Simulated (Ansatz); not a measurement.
# BF2H2N: the cost of one run

Program: Ansatz 0.2.0. Level of theory: RHF/def2-SVPD. These are calculated values, not measurements.

1 further run of the same task is left out (it didn't finish).

### 1 The system as given

Bond lengths: B1–F2 1.320 Å, B1–N3 1.550 Å, N3–H4 1.060 Å, N3–H5 1.060 Å, B1–F6 1.320 Å. Angles: F2–B1–N3 120.0°, F2–B1–F6 120.0°, N3–B1–F6 120.0°, B1–N3–H4 120.0°, B1–N3–H5 120.0°, H4–N3–H5 120.0°.

Structure file:

```xyz
6

B     0.0000    0.0000    0.0000
F     0.0000    0.0000    1.3200
N     1.3423    0.0000   -0.7750
H     1.8089   -0.9179   -1.0268
H     1.7937    0.9179   -1.0532
F    -1.1431    0.0000   -0.6600
```

### 2 Preparing the start

Contents of input.yaml:

```yaml
crystal:
  periodic: [false, false, false]
  atoms:
    - { symbol: B, position_ang: [0.0, 0.0, 0.0] }
    - { symbol: F, position_ang: [0.0, 0.0, 1.32] }
    - { symbol: "N", position_ang: [1.3423, 0.0, -0.775] }
    - { symbol: H, position_ang: [1.8089, -0.9179, -1.0268] }
    - { symbol: H, position_ang: [1.7937, 0.9179, -1.0532] }
    - { symbol: F, position_ang: [-1.1431, 0.0, -0.66] }
basis:
  gaussian: { orbitals: def2-SVPD }
hamiltonian:
  xc: hf
relax:
  f_tol: 0.02
  max_steps: 40
output:
  orbitals: {}
```

Command:

```bash
ansatz run input.yaml --threads 1 --pin off --max-ram 2048MiB --backend cpu --events-out ev --progress --plain --runs-dir out
```

What time and memory should one allow on 1 thread of Intel Xeon Platinum 8375C at 2.90GHz (Ice Lake), shared host?

About 17 s, with a peak of 0.2 GiB.
